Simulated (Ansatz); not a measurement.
# The cluster Hf₃H₁₀O₁₁: one molecule under many settings

Aim: run the cluster Hf₃H₁₀O₁₁ under a spread of inputs, and see what each costs and gives.

Computed with Ansatz 0.2.0, Gaussian basis. Level: the settings change from run to run.

## 1. The molecule

An earlier r2SCAN-D4/def2-SVP relaxation fixed the geometry. Hf takes a core potential in def2 sets; no spin-orbit term is included.

24 atoms, charge 0, spin multiplicity 1.

Atoms are counted from 1 here; the program's logs count them from 0.

Bond lengths: Hf1–O5 1.939 Å, Hf1–O7 2.164 Å, Hf1–O9 2.163 Å, Hf1–O10 1.993 Å, Hf1–O12 2.091 Å, Hf1–O14 2.352 Å, Hf2–O8 2.170 Å, Hf2–O9 2.173 Å, Hf2–O11 1.940 Å, Hf2–O12 2.122 Å, Hf2–O13 1.959 Å, Hf2–O14 2.300 Å, Hf3–O4 1.960 Å, Hf3–O6 1.940 Å, Hf3–O7 2.173 Å, Hf3–O8 2.170 Å, Hf3–O12 2.121 Å, Hf3–O14 2.300 Å and more. Angles: O5–Hf1–O7 103.8°, O5–Hf1–O9 103.5°, O5–Hf1–O10 103.6°, O5–Hf1–O12 110.8°, O5–Hf1–O14 175.3°, O7–Hf1–O9 144.1°, O7–Hf1–O10 97.9°, O7–Hf1–O12 74.3°, O7–Hf1–O14 75.5°, O9–Hf1–O10 98.0°, O9–Hf1–O12 74.4°, O9–Hf1–O14 75.4°, O10–Hf1–O12 145.6°, O10–Hf1–O14 81.1°, O12–Hf1–O14 64.5°, O8–Hf2–O9 143.7°, O8–Hf2–O11 99.4°, O8–Hf2–O12 76.8° and more.

As a file:

```xyz
24
charge 0, multiplicity 1
Hf    1.4007    1.0528   -0.5752
Hf   -0.5985    0.1428    1.7844
Hf   -0.3962   -1.6026   -0.9108
O    -1.7429   -1.5618   -2.3345
O     3.3228    1.3046   -0.5864
O     0.1826   -3.4541   -0.8706
O     1.0749   -0.4884   -2.0584
O    -1.5934   -1.5706    0.8992
O     0.8130    1.7465    1.3875
O     0.7202    2.6002   -1.6316
O    -0.1238   -0.6205    3.5040
O     0.8834   -0.6657    0.4982
O    -2.0848    1.3501    2.1975
O    -0.9026    0.5929   -0.4505
H    -2.4280   -1.1904   -2.8919
H     4.2759    1.3044   -0.5059
H     0.4848   -4.3610   -0.8941
H     0.9390   -0.3104   -2.9982
H    -1.8168   -2.3667    1.3979
H     0.5881    2.6642    1.5890
H     1.1740    3.3300   -2.0645
H     0.2142   -1.0090    4.3100
H    -2.8153    1.9557    2.0655
H    -1.5713    1.1569   -0.8603
```

## 2. SVWN5/def2-TZVP

Options: charge +1, multiplicity 2, density fitting with def2-universal-jkfit, the search for lower states set to off.

in.yaml

```yaml
crystal:
  periodic: [false, false, false]
  atoms:
    - {symbol: Hf, position_ang: [1.400663, 1.052810, -0.575235]}
    - {symbol: Hf, position_ang: [-0.598476, 0.142795, 1.784447]}
    - {symbol: Hf, position_ang: [-0.396196, -1.602648, -0.910816]}
    - {symbol: O, position_ang: [-1.742910, -1.561817, -2.334531]}
    - {symbol: O, position_ang: [3.322754, 1.304644, -0.586402]}
    - {symbol: O, position_ang: [0.182566, -3.454133, -0.870643]}
    - {symbol: O, position_ang: [1.074857, -0.488356, -2.058367]}
    - {symbol: O, position_ang: [-1.593411, -1.570621, 0.899171]}
    - {symbol: O, position_ang: [0.813018, 1.746472, 1.387450]}
    - {symbol: O, position_ang: [0.720232, 2.600209, -1.631640]}
    - {symbol: O, position_ang: [-0.123809, -0.620452, 3.503974]}
    - {symbol: O, position_ang: [0.883433, -0.665665, 0.498165]}
    - {symbol: O, position_ang: [-2.084768, 1.350124, 2.197498]}
    - {symbol: O, position_ang: [-0.902631, 0.592926, -0.450528]}
    - {symbol: H, position_ang: [-2.427953, -1.190350, -2.891863]}
    - {symbol: H, position_ang: [4.275909, 1.304371, -0.505904]}
    - {symbol: H, position_ang: [0.484769, -4.360983, -0.894116]}
    - {symbol: H, position_ang: [0.939048, -0.310447, -2.998190]}
    - {symbol: H, position_ang: [-1.816847, -2.366727, 1.397901]}
    - {symbol: H, position_ang: [0.588098, 2.664240, 1.589014]}
    - {symbol: H, position_ang: [1.174003, 3.330048, -2.064541]}
    - {symbol: H, position_ang: [0.214200, -1.009012, 4.309961]}
    - {symbol: H, position_ang: [-2.815292, 1.955724, 2.065511]}
    - {symbol: H, position_ang: [-1.571256, 1.156857, -0.860328]}
basis:
  gaussian: {orbitals: def2-TZVP, fitting: {mean_field: def2-universal-jkfit}}
total_charge: 1
magnetization: {spin_polarized: true, initial_magnetization: 1}
hamiltonian: {xc: {name: SVWN5}}
scf: {lower_state_search: off}
output: {forces: true}
```

On the command line:

```
ansatz run in.yaml --threads 2 --pin off --events-out ev --progress --plain --max-ram 22528MiB --backend cuda --devices 0, --max-vram 18GiB
```

What it wrote, shortened:

```text
Functional definition: SVWN5
  name "SVWN5"
  cite "Dirac, Proc. Camb. Phil. Soc. 26, 376 (1930) doi:10.1017/S0305004100016108"
  cite "Slater, Phys. Rev. 81, 385 (1951) doi:10.1103/PhysRev.81.385"
  cite "Vosko, Wilk & Nusair, Can. J. Phys. 58, 1200 (1980) doi:10.1139/p80-159"
[...]
1708 factors; integrals over basis functions are off by at most 8.8e-1 eV
[...]
mean field -26458.79348956 eV, -972.3427263270 hartree, gradient 2.4e-6 eV, S^2 0.751681; 0 other end points of the search recorded, 0 dependent functions left out
[...]
reference -26458.79356716 eV, -972.3427291788 hartree; 67, 66 occupied and 454, 455 virtual orbitals, 1708 factors
Total energy: -26458.79356716 eV, -972.3427291788 hartree
Atom 0 at     1.400663     1.052810    -0.575235 Å, force     0.662373     0.456502    -0.290876 eV/Å
Atom 1 at    -0.598476     0.142795     1.784447 Å, force    -0.343987     0.348116    -0.107724 eV/Å
Atom 2 at    -0.396196    -1.602648    -0.910816 Å, force    -0.251724     0.229578    -0.277838 eV/Å
Atom 3 at    -1.742910    -1.561817    -2.334531 Å, force     0.751156    -0.154565     0.760143 eV/Å
Atom 4 at     3.322754     1.304644    -0.586402 Å, force    -1.484681    -0.193522     0.007739 eV/Å
Atom 5 at     0.182566    -3.454133    -0.870643 Å, force    -0.311440     1.044827     0.036642 eV/Å
Atom 6 at     1.074857    -0.488356    -2.058367 Å, force    -0.303563    -0.020283     1.037575 eV/Å
[...]
Atom 9 at     0.720232     2.600209    -1.631640 Å, force    -0.053184    -0.919640     0.599941 eV/Å
Atom 10 at    -0.123809    -0.620452     3.503974 Å, force    -0.251263     0.374069    -0.960860 eV/Å
Atom 11 at     0.883433    -0.665665     0.498165 Å, force    -0.014083     0.037689    -0.021856 eV/Å
Atom 12 at    -2.084768     1.350124     2.197498 Å, force     0.834763    -0.690782    -0.108089 eV/Å
Atom 13 at    -0.902631     0.592926    -0.450528 Å, force     0.374245    -0.757360     0.488219 eV/Å
Atom 14 at    -2.427953    -1.190350    -2.891863 Å, force    -0.410559     0.124467    -0.367078 eV/Å
Atom 15 at     4.275909     1.304371    -0.505904 Å, force     0.556338    -0.001581     0.046777 eV/Å
Atom 16 at     0.484769    -4.360983    -0.894116 Å, force     0.214015    -0.649751    -0.033984 eV/Å
Atom 17 at     0.939048    -0.310447    -2.998190 Å, force    -0.014518     0.049523    -0.396980 eV/Å
Atom 18 at    -1.816847    -2.366727     1.397901 Å, force    -0.149722    -0.336428     0.206690 eV/Å
Atom 19 at     0.588098     2.664240     1.589014 Å, force    -0.047653     0.385566     0.119277 eV/Å
Atom 20 at     1.174003     3.330048    -2.064541 Å, force     0.165081     0.449973    -0.279263 eV/Å
Atom 21 at     0.214200    -1.009012     4.309961 Å, force     0.206744    -0.244028     0.591426 eV/Å
Atom 22 at    -2.815292     1.955724     2.065511 Å, force    -0.432763     0.342160     0.012430 eV/Å
Atom 23 at    -1.571256     1.156857    -0.860328 Å, force    -0.178448     0.352047    -0.217414 eV/Å
Dipole moment:    -0.187028     0.145630    -0.117269 e Å
Checks for a lower state left out: stability, starts, cluster_reference, orbital_swaps, neighbouring_geometries, increment
```

Wall time 8.5 s (1 × H100 (card shared with other runs) with 2 threads of AMD EPYC 7R13, shared host); peak host memory 1 GiB.

Largest force 1.497 eV/Å, ⟨S²⟩ 0.752.

## 3. PBE/def2-SVPD

Set apart from the defaults: coordinates scaled by 0.96, density fitting with def2-universal-jkfit, D3(BJ) dispersion.

in.yaml

```yaml
crystal:
  periodic: [false, false, false]
  atoms:
    - {symbol: Hf, position_ang: [1.344637, 1.010698, -0.552225]}
    - {symbol: Hf, position_ang: [-0.574537, 0.137084, 1.713069]}
    - {symbol: Hf, position_ang: [-0.380348, -1.538542, -0.874383]}
    - {symbol: O, position_ang: [-1.673194, -1.499344, -2.241150]}
    - {symbol: O, position_ang: [3.189844, 1.252459, -0.562946]}
    - {symbol: O, position_ang: [0.175263, -3.315968, -0.835818]}
    - {symbol: O, position_ang: [1.031863, -0.468822, -1.976032]}
    - {symbol: O, position_ang: [-1.529674, -1.507796, 0.863204]}
    - {symbol: O, position_ang: [0.780497, 1.676613, 1.331952]}
    - {symbol: O, position_ang: [0.691423, 2.496201, -1.566374]}
    - {symbol: O, position_ang: [-0.118857, -0.595634, 3.363815]}
    - {symbol: O, position_ang: [0.848096, -0.639038, 0.478239]}
    - {symbol: O, position_ang: [-2.001377, 1.296119, 2.109599]}
    - {symbol: O, position_ang: [-0.866526, 0.569209, -0.432507]}
    - {symbol: H, position_ang: [-2.330835, -1.142736, -2.776188]}
    - {symbol: H, position_ang: [4.104873, 1.252196, -0.485668]}
    - {symbol: H, position_ang: [0.465378, -4.186544, -0.858351]}
    - {symbol: H, position_ang: [0.901486, -0.298029, -2.878262]}
    - {symbol: H, position_ang: [-1.744173, -2.272058, 1.341985]}
    - {symbol: H, position_ang: [0.564574, 2.557671, 1.525453]}
    - {symbol: H, position_ang: [1.127043, 3.196846, -1.981960]}
    - {symbol: H, position_ang: [0.205632, -0.968652, 4.137563]}
    - {symbol: H, position_ang: [-2.702681, 1.877495, 1.982890]}
    - {symbol: H, position_ang: [-1.508406, 1.110583, -0.825914]}
basis:
  gaussian: {orbitals: def2-SVPD, fitting: {mean_field: def2-universal-jkfit}}
hamiltonian: {xc: {name: PBE}, dispersion: d3bj}
scf: {omitted_lower_state_checks: [starts]}
output: {forces: true}
```

Launched as before.

What it wrote, shortened:

```text
Functional definition: PBE
  name "PBE"
  cite "Perdew, Burke & Ernzerhof, Phys. Rev. Lett. 77, 3865 (1996) doi:10.1103/PhysRevLett.77.3865"
  parent pbe
[...]
1708 factors; integrals over basis functions are off by at most 1.4e-1 eV
[...]
mean field -26585.69123581 eV, -977.0061324871 hartree, gradient 7.3e-5 eV, S^2 0.000000; 0 other end points of the search recorded, 0 dependent functions left out
[...]
reference -26585.69133204 eV, -977.0061360236 hartree; 67, 67 occupied and 371, 371 virtual orbitals, 1708 factors
Total energy: -26586.48307843 eV, -977.0352321669 hartree
Atom 0 at     1.344637     1.010698    -0.552225 Å, force     0.007715    -0.135404     0.070909 eV/Å
Atom 1 at    -0.574537     0.137084     1.713069 Å, force     0.129236    -0.111075    -0.224125 eV/Å
Atom 2 at    -0.380348    -1.538542    -0.874383 Å, force     0.124407     0.147249     0.221477 eV/Å
[...]
Atom 15 at     4.104873     1.252196    -0.485668 Å, force     2.741316     0.042201     0.200079 eV/Å
Atom 16 at     0.465378    -4.186544    -0.858351 Å, force     0.854331    -2.615050    -0.046951 eV/Å
Atom 17 at     0.901486    -0.298029    -2.878262 Å, force    -0.307579     0.430693    -2.439869 eV/Å
Atom 18 at    -1.744173    -2.272058     1.341985 Å, force    -0.616101    -2.048515     1.279894 eV/Å
Atom 19 at     0.564574     2.557671     1.525453 Å, force    -0.536013     2.369889     0.555785 eV/Å
Atom 20 at     1.127043     3.196846    -1.981960 Å, force     1.092893     2.020137    -1.214920 eV/Å
Atom 21 at     0.205632    -0.968652     4.137563 Å, force     0.916706    -1.114398     2.328622 eV/Å
Atom 22 at    -2.702681     1.877495     1.982890 Å, force    -2.057632     1.732729    -0.288025 eV/Å
Atom 23 at    -1.508406     1.110583    -0.825914 Å, force    -1.664033     1.393792    -1.019045 eV/Å
Dipole moment:    -0.043225     0.201618    -0.143848 e Å
Checks for a lower state left out: starts
```

Wall time 4.7 s (1 × H100 (card shared with other runs) with 2 threads of AMD EPYC 7R13, shared host); peak host memory 0.87 GiB.

Largest force 2.751 eV/Å, dipole 1.21 D.

## 4. wB97X-V/def2-SVPD

Set apart from the defaults: density fitting with def2-universal-jkfit.

in.yaml

```yaml
crystal:
  periodic: [false, false, false]
  atoms:
    - {symbol: Hf, position_ang: [1.400663, 1.052810, -0.575235]}
    - {symbol: Hf, position_ang: [-0.598476, 0.142795, 1.784447]}
    - {symbol: Hf, position_ang: [-0.396196, -1.602648, -0.910816]}
    - {symbol: O, position_ang: [-1.742910, -1.561817, -2.334531]}
    - {symbol: O, position_ang: [3.322754, 1.304644, -0.586402]}
    - {symbol: O, position_ang: [0.182566, -3.454133, -0.870643]}
    - {symbol: O, position_ang: [1.074857, -0.488356, -2.058367]}
    - {symbol: O, position_ang: [-1.593411, -1.570621, 0.899171]}
    - {symbol: O, position_ang: [0.813018, 1.746472, 1.387450]}
    - {symbol: O, position_ang: [0.720232, 2.600209, -1.631640]}
    - {symbol: O, position_ang: [-0.123809, -0.620452, 3.503974]}
    - {symbol: O, position_ang: [0.883433, -0.665665, 0.498165]}
    - {symbol: O, position_ang: [-2.084768, 1.350124, 2.197498]}
    - {symbol: O, position_ang: [-0.902631, 0.592926, -0.450528]}
    - {symbol: H, position_ang: [-2.427953, -1.190350, -2.891863]}
    - {symbol: H, position_ang: [4.275909, 1.304371, -0.505904]}
    - {symbol: H, position_ang: [0.484769, -4.360983, -0.894116]}
    - {symbol: H, position_ang: [0.939048, -0.310447, -2.998190]}
    - {symbol: H, position_ang: [-1.816847, -2.366727, 1.397901]}
    - {symbol: H, position_ang: [0.588098, 2.664240, 1.589014]}
    - {symbol: H, position_ang: [1.174003, 3.330048, -2.064541]}
    - {symbol: H, position_ang: [0.214200, -1.009012, 4.309961]}
    - {symbol: H, position_ang: [-2.815292, 1.955724, 2.065511]}
    - {symbol: H, position_ang: [-1.571256, 1.156857, -0.860328]}
basis:
  gaussian: {orbitals: def2-SVPD, fitting: {mean_field: def2-universal-jkfit}}
hamiltonian: {xc: {name: wB97X-V}}
scf: {omitted_lower_state_checks: [starts]}
output: {forces: true}
```

The command is unchanged.

What it wrote, shortened:

```text
Functional definition: wB97X-V
  name "wB97X-V"
  cite "Mardirossian & Head-Gordon, Phys. Chem. Chem. Phys. 16, 9904 (2014) doi:10.1039/C3CP54374A"
  cite "Becke, J. Chem. Phys. 107, 8554 (1997) doi:10.1063/1.475007"
  cite "Vydrov & Van Voorhis, J. Chem. Phys. 133, 244103 (2010) doi:10.1063/1.3521275"
[...]
      + integral(e_c_pw_opposite_spin*poly(b97_u_opposite, cos0, cos1)) + vv10(b, c)
[...]
1708 factors; integrals over basis functions are off by at most 1.5e-1 eV
1708 factors; integrals over basis functions are off by at most 5.4e-6 eV
[...]
mean field -26600.82780179 eV, -977.5623910272 hartree, gradient 1.6e-5 eV, S^2 0.000000; 0 other end points of the search recorded, 0 dependent functions left out
[...]
reference -26600.82779706 eV, -977.5623908534 hartree; 67, 67 occupied and 371, 371 virtual orbitals, 1708 factors
Total energy: -26600.82779706 eV, -977.5623908534 hartree
[...]
Atom 15 at     4.275909     1.304371    -0.505904 Å, force    -0.184910     0.001354    -0.018484 eV/Å
Atom 16 at     0.484769    -4.360983    -0.894116 Å, force    -0.061998     0.182022     0.006796 eV/Å
Atom 17 at     0.939048    -0.310447    -2.998190 Å, force     0.031701    -0.037635     0.220510 eV/Å
Atom 18 at    -1.816847    -2.366727     1.397901 Å, force     0.063096     0.190048    -0.118520 eV/Å
Atom 19 at     0.588098     2.664240     1.589014 Å, force     0.058009    -0.215317    -0.051815 eV/Å
Atom 20 at     1.174003     3.330048    -2.064541 Å, force    -0.126984    -0.144385     0.080149 eV/Å
Atom 21 at     0.214200    -1.009012     4.309961 Å, force    -0.083232     0.083905    -0.162071 eV/Å
Atom 22 at    -2.815292     1.955724     2.065511 Å, force     0.171714    -0.133243     0.052932 eV/Å
Atom 23 at    -1.571256     1.156857    -0.860328 Å, force     0.221126    -0.194659     0.134778 eV/Å
Dipole moment:    -0.047139     0.217822    -0.155474 e Å
Checks for a lower state left out: starts
```

It took 11 s on 1 × H100 (card shared with other runs) with 2 threads of AMD EPYC 7R13, shared host; peak host memory 1.1 GiB.

Largest force 0.395 eV/Å, dipole 1.31 D.

## 5. RPA/def2-SVPD

Options: density fitting with def2-universal-jkfit.

in.yaml: that of step 4 with these lines changed.

```diff
@@ -29,4 +29,3 @@
   gaussian: {orbitals: def2-SVPD, fitting: {mean_field: def2-universal-jkfit}}
-hamiltonian: {xc: {name: wB97X-V}}
-scf: {omitted_lower_state_checks: [starts]}
-output: {forces: true}
+hamiltonian: {xc: {name: HF}}
+correlation: {method: rpa}
```

Launched as before.

What it wrote:

```text
Functional definition: HF
  name "HF"
  cite "Fock, Z. Phys. 61, 126 (1930) doi:10.1007/BF01340294"
  parent pbe
  exchange = exact_x
  correlation = 0
1708 factors; integrals over basis functions are off by at most 1.5e-1 eV
mean field evaluation 1: about -26428.4027 eV, gradient 1.2e2 eV
mean field evaluation 2: about -26440.9966 eV, gradient 8.0e1 eV
mean field evaluation 4: about -26451.7901 eV, gradient 2.5e0 eV
mean field evaluation 8: about -26451.8031 eV, gradient 1.5e-6 eV
mean field -26451.80312458 eV, -972.0858351523 hartree, gradient 1.5e-6 eV, S^2 0.000000; 0 other end points of the search recorded, 0 dependent functions left out
11 core orbitals not correlated: weight in the atoms' cores, before any rotation towards them, 1.000 or more for the frozen orbitals, at most 0.000 for the correlated occupied ones
reference -26451.80312458 eV, -972.0858351523 hartree; 56, 56 occupied and 371, 371 virtual orbitals, 1708 factors
Total energy: -26538.16902533 eV, -975.2597234640 hartree
```

Run time: 4.5 s. Hardware: 1 × H100 (card shared with other runs) with 2 threads of AMD EPYC 7R13, shared host; peak host memory 2 GiB.

## 6. All runs side by side

```csv
level,charge,multiplicity,geometry,functions,energy (eV),time
SVWN5/def2-TZVP,1,2,relaxed,521,-26458.794,8.5 s
PBE/def2-SVPD,0,1,scaled,438,-26586.483,4.7 s
wB97X-V/def2-SVPD,0,1,relaxed,438,-26600.828,11 s
RPA/def2-SVPD,0,1,relaxed,438,-26538.169,4.5 s
```

## 7. Results

```
                                         quantity                    value
                                             runs                        4
                                         quickest     RPA/def2-SVPD, 4.5 s
                                          slowest  wB97X-V/def2-SVPD, 11 s
spread of total energies, same state and geometry                  62.7 eV
```

**Reading.** wB97X-V/def2-SVPD took 2 times as long as RPA/def2-SVPD. The jobs differ in tasks and options as well as level. The totals spread over 63 eV; they can't be compared across methods or bases. At the r2SCAN-D4/def2-SVP geometry and in the same state, runs without warnings or point charges leave forces up to 0.40 eV/Å (wB97X-V/def2-SVPD), against 2.8 eV/Å where the atoms were moved.
